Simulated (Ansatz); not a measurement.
# CH9AlAsBSi: two geometries relaxed

Aim: relax the geometries before and after the shift of H13 from C5 to Al4, and see whether they are two minima and how far apart in energy. SMILES of the start: B[As]([SiH3])[AlH][CH3].

Method: RHF/def2-SVP, in Ansatz 0.2.0.

## 1. The starting structure

Bond lengths: B1–As2 2.048 Å, As2–Si3 2.346 Å, As2–Al4 2.484 Å, Al4–C5 1.955 Å, B1–H6 1.166 Å, B1–H7 1.217 Å, Si3–H8 1.415 Å, Si3–H9 1.466 Å, Si3–H10 1.470 Å, Al4–H11 1.629 Å, C5–H12 1.078 Å, C5–H13 1.099 Å, C5–H14 1.073 Å. Angles (14 of 21 angles, heavy atoms first): B1–As2–Si3 93.8°, B1–As2–Al4 90.4°, Si3–As2–Al4 93.4°, As2–Al4–C5 121.2°, As2–B1–H6 121.4°, As2–B1–H7 118.1°, As2–Si3–H8 108.9°, As2–Si3–H9 107.0°, As2–Si3–H10 107.6°, As2–Al4–H11 116.0°, C5–Al4–H11 121.8°, Al4–C5–H12 111.0°, Al4–C5–H13 106.5°, Al4–C5–H14 107.7°.

As a file:

```xyz
14

B     0.4467    1.6770    1.2582
As   -1.0462    0.3134    1.5821
Si   -2.0225    0.6512   -0.5243
Al    0.4255   -1.5157    0.7707
C     1.6235   -1.2512   -0.7512
H     1.0416    1.6998    0.2552
H     0.4138    2.7212    1.8825
H    -2.8301   -0.4667   -0.8401
H    -2.7716    1.9091   -0.4529
H    -0.9342    0.7598   -1.5070
H     0.1228   -2.9968    1.3765
H     1.0885   -0.8583   -1.6012
H     2.3431   -0.4776   -0.4501
H     2.0860   -2.1944   -0.9697
```

## 2. Relaxing end A

The input, input.yaml:

```yaml
crystal:
  periodic: [false, false, false]
  atoms:
    - { symbol: B, position_ang: [0.4467, 1.677, 1.2582] }
    - { symbol: As, position_ang: [-1.0462, 0.3134, 1.5821] }
    - { symbol: Si, position_ang: [-2.0225, 0.6512, -0.5243] }
    - { symbol: Al, position_ang: [0.4255, -1.5157, 0.7707] }
    - { symbol: C, position_ang: [1.6235, -1.2512, -0.7512] }
    - { symbol: H, position_ang: [1.0416, 1.6998, 0.2552] }
    - { symbol: H, position_ang: [0.4138, 2.7212, 1.8825] }
    - { symbol: H, position_ang: [-2.8301, -0.4667, -0.8401] }
    - { symbol: H, position_ang: [-2.7716, 1.9091, -0.4529] }
    - { symbol: H, position_ang: [-0.9342, 0.7598, -1.507] }
    - { symbol: H, position_ang: [0.1228, -2.9968, 1.3765] }
    - { symbol: H, position_ang: [1.0885, -0.8583, -1.6012] }
    - { symbol: H, position_ang: [2.3431, -0.4776, -0.4501] }
    - { symbol: H, position_ang: [2.086, -2.1944, -0.9697] }
basis:
  gaussian: { orbitals: def2-SVP }
hamiltonian:
  xc: hf
relax:
  f_tol: 0.02
  max_steps: 50
output:
  orbitals: {}
```

Run with:

```console
ansatz run input.yaml --threads 2 --pin off --max-ram 3072MiB --backend cpu --events-out ev --progress --plain --runs-dir out
```

Output, cut to the lines that bear on the results:

```text
Warning: RAYON_NUM_THREADS=2 ignored (pool sized by the plan → 2); use --threads N
[...]
Functional definition: HF
[...]
1490 factors; integrals over basis functions are off by at most 3.6e-4 eV
[...]
mean field -77071.64179543 eV, -2832.3305949471 hartree, gradient 2.5e-5 eV, S^2 0.000000; 0 other end points of the search recorded, 0 dependent functions left out
[...]
reference -77071.64179543 eV, -2832.3305949471 hartree; 40, 40 occupied and 101, 101 virtual orbitals, 1490 factors
relax step   1: F+E_penalty+E_count = -77071.64179543 eV  Δ(F+E_penalty+E_count) = +0.000e0 eV  max|allowed force component| = 1.668e0 eV/Å  Δτ_max = 0.0000 Å  (34 SCF iters, accepted)
[...]
relax step   5: F+E_penalty+E_count = -77072.07799508 eV  Δ(F+E_penalty+E_count) = -2.205e-2 eV  max|allowed force component| = 2.202e-1 eV/Å  Δτ_max = 0.1838 Å  (33 SCF iters, accepted)
[...]
relax step   9: F+E_penalty+E_count = -77072.20790525 eV  Δ(F+E_penalty+E_count) = -4.914e-2 eV  max|allowed force component| = 5.965e-1 eV/Å  Δτ_max = 0.1943 Å  (33 SCF iters, accepted)
[...]
relax step  13: F+E_penalty+E_count = -77072.37664921 eV  Δ(F+E_penalty+E_count) = -3.785e-2 eV  max|allowed force component| = 2.148e-1 eV/Å  Δτ_max = 0.1921 Å  (32 SCF iters, accepted)
[...]
relax step  17: F+E_penalty+E_count = -77072.48460221 eV  Δ(F+E_penalty+E_count) = -1.569e-2 eV  max|allowed force component| = 3.356e-1 eV/Å  Δτ_max = 0.1950 Å  (32 SCF iters, accepted)
relax step  18: F+E_penalty+E_count = -77072.51084359 eV  Δ(F+E_penalty+E_count) = -2.624e-2 eV  max|allowed force component| = 3.396e-1 eV/Å  Δτ_max = 0.1562 Å  (33 SCF iters, accepted)
relax step  19: F+E_penalty+E_count = -77072.54073298 eV  Δ(F+E_penalty+E_count) = -2.989e-2 eV  max|allowed force component| = 2.443e-1 eV/Å  Δτ_max = 0.1997 Å  (34 SCF iters, accepted)
```

## 3. More of the same log: end point A relaxed

Output, continued:

```text
relax step  20: F+E_penalty+E_count = -77072.56189222 eV  Δ(F+E_penalty+E_count) = -2.116e-2 eV  max|allowed force component| = 8.843e-2 eV/Å  Δτ_max = 0.1996 Å  (34 SCF iters, accepted)
relax step  21: F+E_penalty+E_count = -77072.57289697 eV  Δ(F+E_penalty+E_count) = -1.100e-2 eV  max|allowed force component| = 2.673e-1 eV/Å  Δτ_max = 0.1925 Å  (33 SCF iters, accepted)
relax step  22: F+E_penalty+E_count = -77072.57561442 eV  Δ(F+E_penalty+E_count) = -2.717e-3 eV  max|allowed force component| = 3.675e-1 eV/Å  Δτ_max = 0.1862 Å  (33 SCF iters, accepted)
relax step  23: F+E_penalty+E_count = -77072.58094766 eV  Δ(F+E_penalty+E_count) = -5.333e-3 eV  max|allowed force component| = 2.715e-1 eV/Å  Δτ_max = 0.0563 Å  (32 SCF iters, accepted)
relax step  24: F+E_penalty+E_count = -77072.58240184 eV  Δ(F+E_penalty+E_count) = -1.454e-3 eV  max|allowed force component| = 1.824e-1 eV/Å  Δτ_max = 0.0595 Å  (34 SCF iters, accepted)
[...]
relax step  25: F+E_penalty+E_count = -77072.58467523 eV  Δ(F+E_penalty+E_count) = -2.273e-3 eV  max|allowed force component| = 6.910e-2 eV/Å  Δτ_max = 0.0398 Å  (33 SCF iters, accepted)
these checks for a lower state are left out or cut short: starts, cluster_reference, orbital_swaps, neighbouring_geometries, increment
1490 factors; integrals over basis functions are off by at most 6.7e-4 eV
mean field -77072.58744943 eV, -2832.3653470906 hartree, gradient 2.5e-5 eV, S^2 0.000000; 0 other end points of the search recorded, 0 dependent functions left out
the calculation of the forces begins
reference -77072.58744943 eV, -2832.3653470906 hartree; 40, 40 occupied and 101, 101 virtual orbitals, 1490 factors
relax step  26: F+E_penalty+E_count = -77072.58744943 eV  Δ(F+E_penalty+E_count) = -2.774e-3 eV  max|allowed force component| = 4.036e-2 eV/Å  Δτ_max = 0.0400 Å  (34 SCF iters, accepted)
these checks for a lower state are left out or cut short: starts, cluster_reference, orbital_swaps, neighbouring_geometries, increment
1490 factors; integrals over basis functions are off by at most 6.7e-4 eV
mean field evaluation 192: about -77072.5881 eV, gradient 1.6e-3 eV
mean field -77072.58811006 eV, -2832.3653713683 hartree, gradient 2.5e-5 eV, S^2 0.000000; 0 other end points of the search recorded, 0 dependent functions left out
the calculation of the forces begins
reference -77072.58811006 eV, -2832.3653713683 hartree; 40, 40 occupied and 101, 101 virtual orbitals, 1490 factors
relax step  27: F+E_penalty+E_count = -77072.58811006 eV  Δ(F+E_penalty+E_count) = -6.606e-4 eV  max|allowed force component| = 1.645e-2 eV/Å  Δτ_max = 0.0516 Å  (34 SCF iters, accepted)
these checks for a lower state are left out or cut short: starts, cluster_reference, orbital_swaps, neighbouring_geometries, increment
1490 factors; integrals over basis functions are off by at most 6.7e-4 eV
mean field -77072.58842641 eV, -2832.3653829940 hartree, gradient 2.5e-5 eV, S^2 0.000000; 0 other end points of the search recorded, 0 dependent functions left out
the calculation of the forces begins
reference -77072.58842641 eV, -2832.3653829940 hartree; 40, 40 occupied and 101, 101 virtual orbitals, 1490 factors
relax step  28: F+E_penalty+E_count = -77072.58842641 eV  Δ(F+E_penalty+E_count) = -3.164e-4 eV  max|allowed force component| = 3.565e-2 eV/Å  Δτ_max = 0.0476 Å  (34 SCF iters, accepted)
these checks for a lower state are left out or cut short: starts, cluster_reference, orbital_swaps, neighbouring_geometries, increment
1490 factors; integrals over basis functions are off by at most 6.7e-4 eV
mean field -77072.58853037 eV, -2832.3653868141 hartree, gradient 1.3e-5 eV, S^2 0.000000; 0 other end points of the search recorded, 0 dependent functions left out
the calculation of the forces begins
reference -77072.58853037 eV, -2832.3653868141 hartree; 40, 40 occupied and 101, 101 virtual orbitals, 1490 factors
relax step  29: F+E_penalty+E_count = -77072.58853037 eV  Δ(F+E_penalty+E_count) = -1.040e-4 eV  max|allowed force component| = 2.673e-2 eV/Å  Δτ_max = 0.0168 Å  (28 SCF iters, accepted)
these checks for a lower state are left out or cut short: starts, cluster_reference, orbital_swaps, neighbouring_geometries, increment
1490 factors; integrals over basis functions are off by at most 6.7e-4 eV
mean field -77072.58853873 eV, -2832.3653871215 hartree, gradient 2.5e-5 eV, S^2 0.000000; 0 other end points of the search recorded, 0 dependent functions left out
the calculation of the forces begins
reference -77072.58853873 eV, -2832.3653871215 hartree; 40, 40 occupied and 101, 101 virtual orbitals, 1490 factors
relax step  30: F+E_penalty+E_count = -77072.58853873 eV  Δ(F+E_penalty+E_count) = -8.364e-6 eV  max|allowed force component| = 3.593e-2 eV/Å  Δτ_max = 0.0248 Å  (34 SCF iters, accepted)
these checks for a lower state are left out or cut short: starts, cluster_reference, orbital_swaps, neighbouring_geometries, increment
1490 factors; integrals over basis functions are off by at most 6.7e-4 eV
mean field -77072.58861885 eV, -2832.3653900660 hartree, gradient 2.3e-5 eV, S^2 0.000000; 0 other end points of the search recorded, 0 dependent functions left out
the calculation of the forces begins
reference -77072.58861885 eV, -2832.3653900660 hartree; 40, 40 occupied and 101, 101 virtual orbitals, 1490 factors
relax step  31: F+E_penalty+E_count = -77072.58861885 eV  Δ(F+E_penalty+E_count) = -8.012e-5 eV  max|allowed force component| = 1.363e-2 eV/Å  Δτ_max = 0.0106 Å  (26 SCF iters, accepted)
1490 factors; integrals over basis functions are off by at most 6.7e-4 eV
mean field evaluation 224: about -77069.7922 eV, gradient 2.7e1 eV
mean field -77072.58861885 eV, -2832.3653900660 hartree, gradient 2.3e-5 eV, S^2 0.000000; 1 other end points of the search recorded, 0 dependent functions left out
the calculation of the forces begins
reference -77072.58861885 eV, -2832.3653900660 hartree; 40, 40 occupied and 101, 101 virtual orbitals, 1490 factors
Total energy: -77072.58861885 eV, -2832.3653900660 hartree
Atom 0 at     0.409791     2.044104     0.559254 Å, force    -0.004637     0.001831    -0.013629 eV/Å
Atom 1 at    -0.668959     0.401126     0.815831 Å, force    -0.001546     0.001287     0.004656 eV/Å
Atom 2 at    -2.748503     0.734328    -0.242976 Å, force     0.003332    -0.003630    -0.000089 eV/Å
Atom 3 at     0.504030    -1.470951    -0.138306 Å, force     0.005760     0.012084    -0.009132 eV/Å
Atom 4 at     2.453236    -1.633954     0.033862 Å, force     0.007134     0.005072     0.005373 eV/Å
Atom 5 at    -0.123576     3.088883     0.318694 Å, force     0.003848    -0.002284     0.005352 eV/Å
Atom 6 at     1.596245     1.997996     0.716280 Å, force    -0.005029    -0.004247     0.004746 eV/Å
Atom 7 at    -3.641497    -0.395887     0.100014 Å, force     0.002015     0.002745    -0.001704 eV/Å
Atom 8 at    -3.326936     1.998360     0.266045 Å, force     0.000839    -0.000204     0.000918 eV/Å
Atom 9 at    -2.644402     0.817572    -1.719543 Å, force     0.000362     0.000915     0.002434 eV/Å
Atom 10 at    -0.375901    -2.576596    -0.844539 Å, force    -0.003014    -0.007442     0.002271 eV/Å
Atom 11 at     2.934523    -1.519649    -0.944032 Å, force    -0.006782    -0.002512     0.002449 eV/Å
Atom 12 at     2.888748    -0.888536     0.703336 Å, force    -0.002577    -0.005716    -0.004198 eV/Å
Atom 13 at     2.730102    -2.625997     0.404779 Å, force     0.000295     0.002102     0.000552 eV/Å
Dipole moment:     0.167057    -0.113978    -0.132876 e Å
```

Run time: 74 s. Hardware: 2 threads of Intel Xeon 6975P-C (Granite Rapids), shared host; peak memory 0.39 GiB.

Step by step, one in 2:

```tsv
step	energy from step 1 (eV)	largest force component (eV/Å)
1	0.0000	1.6678
3	-0.3963	0.2819
5	-0.4362	0.2202
7	-0.4768	0.3853
9	-0.5661	0.5965
11	-0.6453	0.4116
13	-0.7349	0.2148
15	-0.7912	0.3424
17	-0.8428	0.3356
19	-0.8989	0.2443
21	-0.9311	0.2673
23	-0.9392	0.2715
25	-0.9429	0.0691
27	-0.9463	0.0164
29	-0.9467	0.0267
31	-0.9468	0.0136
```

Step 1 is the start.

After: Bond lengths: B1–As2 1.982 Å, As2–Si3 2.357 Å, As2–Al4 2.406 Å, Al4–C5 1.964 Å, B1–H6 1.197 Å, B1–H7 1.198 Å, Si3–H8 1.481 Å, Si3–H9 1.480 Å, Si3–H10 1.483 Å, Al4–H11 1.580 Å, C5–H12 1.096 Å, C5–H13 1.092 Å, C5–H14 1.095 Å. Angles (14 of 21 angles, heavy atoms first): B1–As2–Si3 107.7°, B1–As2–Al4 109.2°, Si3–As2–Al4 111.2°, As2–Al4–C5 120.9°, As2–B1–H6 120.5°, As2–B1–H7 119.4°, As2–Si3–H8 108.7°, As2–Si3–H9 108.1°, As2–Si3–H10 113.2°, As2–Al4–H11 116.8°, C5–Al4–H11 122.3°, Al4–C5–H12 110.4°, Al4–C5–H13 113.1°, Al4–C5–H14 110.9°.

## 4. Relaxing end B

The second end starts from a geometry with the move made by hand.

input.yaml, as its differences from that of step 2:

```diff
@@ -15,3 +15,3 @@
     - { symbol: H, position_ang: [1.0885, -0.8583, -1.6012] }
-    - { symbol: H, position_ang: [2.3431, -0.4776, -0.4501] }
+    - { symbol: H, position_ang: [1.87746, -1.04661, 0.97896] }
     - { symbol: H, position_ang: [2.086, -2.1944, -0.9697] }
@@ -24,3 +24 @@
   max_steps: 50
-output:
-  orbitals: {}
```

Run with:

```console
ansatz run input.yaml --threads 2 --pin off --max-ram 3072MiB --backend cpu --events-out ev --progress --plain --runs-dir out
```

Output, cut to the lines that bear on the results:

```text
Warning: RAYON_NUM_THREADS=2 ignored (pool sized by the plan → 2); use --threads N
[...]
Functional definition: HF
[...]
1492 factors; integrals over basis functions are off by at most 4.3e-4 eV
[...]
mean field -77066.79067054 eV, -2832.1523193955 hartree, gradient 9.0e-6 eV, S^2 0.000000; 0 other end points of the search recorded, 0 dependent functions left out
[...]
reference -77066.79067054 eV, -2832.1523193955 hartree; 40, 40 occupied and 101, 101 virtual orbitals, 1492 factors
relax step   1: F+E_penalty+E_count = -77066.79067054 eV  Δ(F+E_penalty+E_count) = +0.000e0 eV  max|allowed force component| = 3.855e0 eV/Å  Δτ_max = 0.0000 Å  (58 SCF iters, accepted)
[...]
relax step   9: F+E_penalty+E_count = -77072.04536341 eV  Δ(F+E_penalty+E_count) = -1.569e-3 eV  max|allowed force component| = 9.403e-1 eV/Å  Δτ_max = 0.2000 Å  (33 SCF iters, accepted)
[...]
relax step  17: F+E_penalty+E_count = -77072.32104724 eV  Δ(F+E_penalty+E_count) = -4.070e-2 eV  max|allowed force component| = 2.865e-1 eV/Å  Δτ_max = 0.2000 Å  (32 SCF iters, accepted)
[...]
relax step  25: F+E_penalty+E_count = -77072.45678398 eV  Δ(F+E_penalty+E_count) = -2.443e-2 eV  max|allowed force component| = 3.852e-1 eV/Å  Δτ_max = 0.1903 Å  (34 SCF iters, accepted)
[...]
relax step  31: F+E_penalty+E_count = -77072.56721463 eV  Δ(F+E_penalty+E_count) = -1.062e-2 eV  max|allowed force component| = 2.346e-1 eV/Å  Δτ_max = 0.1518 Å  (32 SCF iters, accepted)
relax step  32: F+E_penalty+E_count = -77072.57493381 eV  Δ(F+E_penalty+E_count) = -7.719e-3 eV  max|allowed force component| = 2.088e-1 eV/Å  Δτ_max = 0.1036 Å  (32 SCF iters, accepted)
```

## 5. More of the same log: end point B relaxed

Output, continued, cut to the lines that bear on the results:

```text
relax step  33: F+E_penalty+E_count = -77072.58181895 eV  Δ(F+E_penalty+E_count) = -6.885e-3 eV  max|allowed force component| = 1.736e-1 eV/Å  Δτ_max = 0.1641 Å  (33 SCF iters, accepted)
[...]
relax step  36: F+E_penalty+E_count = -77072.58667932 eV  Δ(F+E_penalty+E_count) = -1.878e-3 eV  max|allowed force component| = 7.085e-2 eV/Å  Δτ_max = 0.0198 Å  (34 SCF iters, accepted)
[...]
relax step  39: F+E_penalty+E_count = -77072.58805152 eV  Δ(F+E_penalty+E_count) = -3.510e-4 eV  max|allowed force component| = 2.348e-2 eV/Å  Δτ_max = 0.0340 Å  (34 SCF iters, accepted)
[...]
relax step  42: F+E_penalty+E_count = -77072.58853170 eV  Δ(F+E_penalty+E_count) = -6.763e-5 eV  max|allowed force component| = 2.681e-2 eV/Å  Δτ_max = 0.0284 Å  (34 SCF iters, accepted)
[...]
Atom 4 at     2.358225    -1.751518     0.280366 Å, force     0.007597    -0.000481    -0.004408 eV/Å
Atom 5 at    -0.073652     3.047254     0.453516 Å, force    -0.001501     0.000801    -0.000712 eV/Å
Atom 6 at     1.572291     1.889038     0.957491 Å, force    -0.000746     0.000636    -0.000674 eV/Å
Atom 7 at    -3.675790    -0.325780    -0.077360 Å, force    -0.000494    -0.000396    -0.000584 eV/Å
Atom 8 at    -3.316235     2.054186     0.176908 Å, force    -0.000090     0.000307     0.000163 eV/Å
Atom 9 at    -2.517860     0.907668    -1.784924 Å, force     0.000519     0.000314     0.000007 eV/Å
Atom 10 at    -0.435179    -2.606145    -0.778650 Å, force     0.000262     0.001175    -0.001720 eV/Å
Atom 11 at     2.898278    -1.690322    -0.671430 Å, force    -0.001000    -0.001920     0.012064 eV/Å
Atom 12 at     2.782718    -1.000034     0.950052 Å, force    -0.003130    -0.006257    -0.007211 eV/Å
Atom 13 at     2.574236    -2.739849     0.699486 Å, force    -0.002244     0.009568    -0.003978 eV/Å
Dipole moment:     0.171659    -0.114919    -0.125821 e Å
```

Run time: 1.8 min. Hardware: 2 threads of Intel Xeon 6975P-C (Granite Rapids), shared host; peak memory 0.38 GiB.

Relaxation path, one in 2:

```tsv
step	energy from step 1 (eV)	largest force component (eV/Å)
1	0.0000	3.8551
3	-3.2638	3.1330
5	-4.7867	2.2367
7	-5.1854	1.1792
9	-5.2547	0.9403
11x	-5.2954	1.0957
13	-5.3734	0.2525
15	-5.4543	0.3066
17	-5.5304	0.2865
19x	-5.5186	1.0354
21	-5.5984	0.1752
23	-5.6306	0.3073
25	-5.6661	0.3852
27	-5.7211	0.1493
29	-5.7549	0.1434
31	-5.7765	0.2346
33	-5.7911	0.1736
35	-5.7941	0.1521
37	-5.7966	0.0330
39	-5.7974	0.0235
41	-5.7978	0.0255
43	-5.7980	0.0331
45x	-5.7980	0.0278
47	-5.7982	0.0121
```

Step 1 is the start. 3 steps were tried and not accepted (marked x).

After: Bond lengths: B1–As2 1.982 Å, As2–Si3 2.357 Å, As2–Al4 2.406 Å, Al4–C5 1.963 Å, B1–H6 1.197 Å, B1–H7 1.198 Å, Si3–H8 1.480 Å, Si3–H9 1.480 Å, Si3–H10 1.482 Å, Al4–H11 1.580 Å, C5–H12 1.096 Å, C5–H13 1.092 Å, C5–H14 1.095 Å. Angles (14 of 21 angles, heavy atoms first): B1–As2–Si3 107.8°, B1–As2–Al4 109.1°, Si3–As2–Al4 111.3°, As2–Al4–C5 121.0°, As2–B1–H6 120.6°, As2–B1–H7 119.2°, As2–Si3–H8 108.7°, As2–Si3–H9 108.1°, As2–Si3–H10 113.2°, As2–Al4–H11 116.8°, C5–Al4–H11 122.2°, Al4–C5–H12 110.3°, Al4–C5–H13 113.3°, Al4–C5–H14 110.8°.

Pairs that crossed the distance rule for bonds on the way: came closer C5–H13; moved apart Al4–H13.

## 6. Results

| quantity | value |
| --- | --- |
| end A | 30 moves, 0.947 eV lower |
| end B | 43 moves, 5.798 eV lower |
| largest difference between the ends | 0.05 Å |
| end B relative to end A | -0.000 eV |

The two relaxations end at one structure, within 0.05 Å: no second minimum was found from this start, which doesn't rule one out.
